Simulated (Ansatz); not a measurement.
# Sb3Au: pressure against volume

An exercise on one series of results from a longer session: the logs are not shown, and one member is left open.

Method: DFT LDA, scalar-relativistic, in Ansatz 0.2.0.

## The system as given

It takes space group Im-3m (No. 229, cubic). Conventional cell: a = 6.080 Å, b = 6.080 Å, c = 6.080 Å, α = 90.00°, β = 90.00°, γ = 90.00°. Around Sb (site symmetry 4/mmm) lie 4 Sb at 3.04 Å and 2 Au at 3.04 Å. Au (site symmetry m-3m) has 6 Sb at 3.04 Å in its first shell of neighbours.

Structure file:

```
CELL_PARAMETERS angstrom
-3.04000 3.04000 3.04000
3.04000 -3.04000 3.04000
3.04000 3.04000 -3.04000
ATOMIC_POSITIONS crystal
Sb 0.00000 0.50000 0.50000
Sb 0.50000 0.00000 0.50000
Sb 0.50000 0.50000 0.00000
Au 0.00000 0.00000 0.00000
```

The cell comes from a crystallographic database entry that wasn't checked; take it as a given geometry, which may be far from equilibrium.

Atoms are numbered in the order of the input: Sb1, Sb2, Sb3, Au4.

Set-up of the first run:

input.yaml reads:

```yaml
crystal:
  lattice:
    - [-2.9779417705, 2.9779417705, 2.9779417705]
    - [2.9779417705, -2.9779417705, 2.9779417705]
    - [2.9779417705, 2.9779417705, -2.9779417705]
  atoms:
    - { symbol: Sb, position: [0.0, 0.5, 0.5] }
    - { symbol: Sb, position: [0.5, 0.0, 0.5] }
    - { symbol: Sb, position: [0.5, 0.5, 0.0] }
    - { symbol: Au, position: [0.0, 0.0, 0.0] }
kpoints:
  mp_grid: { grid: [10, 10, 10] }
  band_path:
    path:
      - [0.0, 0.0, 0.0]
      - [0.5, -0.5, 0.5]
      - [0.0, 0.0, 0.5]
      - [0.0, 0.0, 0.0]
      - [0.25, 0.25, 0.25]
      - [0.5, -0.5, 0.5]
      - [0.25, 0.25, 0.25]
      - [0.0, 0.0, 0.5]
    npoints: 5
scf:
  occupations: { method: fermi_dirac, width: 0.05 }
hamiltonian:
  xc: lda
  pseudopotentials: { kind: all_electron, lapw: { basis_error: 0.001 } }
output:
  forces: true
  stress: true
  eigenvalues: true
```

On the command line:

```
$ ansatz run input.yaml --threads 1 --pin off --max-ram 4096MiB --backend cpu --events-out ev --progress --plain --runs-dir out
```

Among the steps run: Volume × 0.94, LAPW; Volume × 0.94, PAW; Volume × 0.94, crystal datasets; Volume × 0.98, LAPW; Volume × 0.98, PAW; Volume × 0.98, crystal datasets; Volume × 1.01, LAPW; Volume × 1.01, PAW; Volume × 1.01, crystal datasets; Volume × 1.04, LAPW; Volume × 1.04, PAW; Volume × 1.04, crystal datasets.

One table of the session follows, with a row left open; its other results are not shown here.

| method | volume (Å³/atom) | pressure (GPa) |
| --- | --- | --- |
| LAPW | 26.409 | -4.79 |
| LAPW | 27.533 | ? |
| LAPW | 28.094 | -7.83 |
| LAPW | 28.375 | -8.22 |
| LAPW | 29.218 | -9.24 |
| PAW | 26.409 | -4.82 |
| PAW | 27.533 | -6.98 |
| PAW | 28.094 | -7.85 |
| PAW | 28.375 | -8.24 |
| PAW | 29.218 | -9.26 |
| crystal datasets | 26.409 | -4.79 |
| crystal datasets | 27.533 | -6.96 |
| crystal datasets | 28.094 | -7.83 |
| crystal datasets | 28.375 | -8.22 |
| crystal datasets | 29.218 | -9.24 |

Q: Estimate the row for LAPW, 27.533 from the others.

**Answer.** pressure (GPa): -6.95. In the column «pressure (GPa)» it lies between crystal datasets, 27.533 (-6.96) and PAW, 26.409 (-4.82).

Caveats from the session: Warnings in the runs' records: gradients without spin orbit, crystal datasets made.
